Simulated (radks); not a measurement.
**Spin polarisation of the 4p shell in Se⁺**

One table from this session's results is given with a row withheld; the runs are named, their logs left out.

Program: radks (a radial shooting solver on a logarithmic mesh, Libxc functionals) version 1. Level of theory: scalar-relativistic Kohn-Sham, r2SCAN, spin-polarised, spherical densities, finite nucleus. These are calculated values, not measurements, unless marked.

## The atom as given

| Property | Result |
| --- | --- |
| element | selenium (Z = 34) |
| charge | +1 |
| electrons | 33 |
| configuration | [Ar] 3d10 4s2 4p(up 1.5, down 1.5) |
| nuclear rms radius | 4.14 fm |

A shell typed twice in an input gives spin up, then spin down.

The first run:

The run's settings:

```text
Z 34
configuration [Ar] 3d10 4s2 4p1.5 4p1.5
relativity scalar-relativistic
functional r2scan,r2scan
spin polarised
nucleus finite rms 4.14 fm
c 137.035999084
```

Steps of the session up to this table: No moment.

One table of the session follows, with a row left open; its other results are not shown here.

It belongs to the step «No moment». Radial moments (bohr):

| level | <r> | outermost maximum (interpolated) | 90 % within | nodes |
| --- | --- | --- | --- | --- |
| 1s | 0.04409 | 0.0288 | 0.0788 | 0 |
| 2s | 0.1957 | 0.164 | 0.303 | 1 |
| 2p | 0.1711 | 0.132 | 0.279 | 0 |
| 3s | ? | ? | ? | ? |
| 3p | 0.5887 | 0.500 | 0.900 | 1 |
| 3d | 0.6292 | 0.455 | 1.04 | 0 |
| 4s | 1.757 | 1.50 | 2.61 | 3 |
| 4p | 2.108 | 1.75 | 3.19 | 2 |

**Question.** Estimate the row for 3s.

**Answer.** <r>: 0.5728; outermost maximum (interpolated): 0.502; 90 % within: 0.853; nodes: 2. In the column «<r>» it lies between 2s (0.1957) and 3p (0.5887).
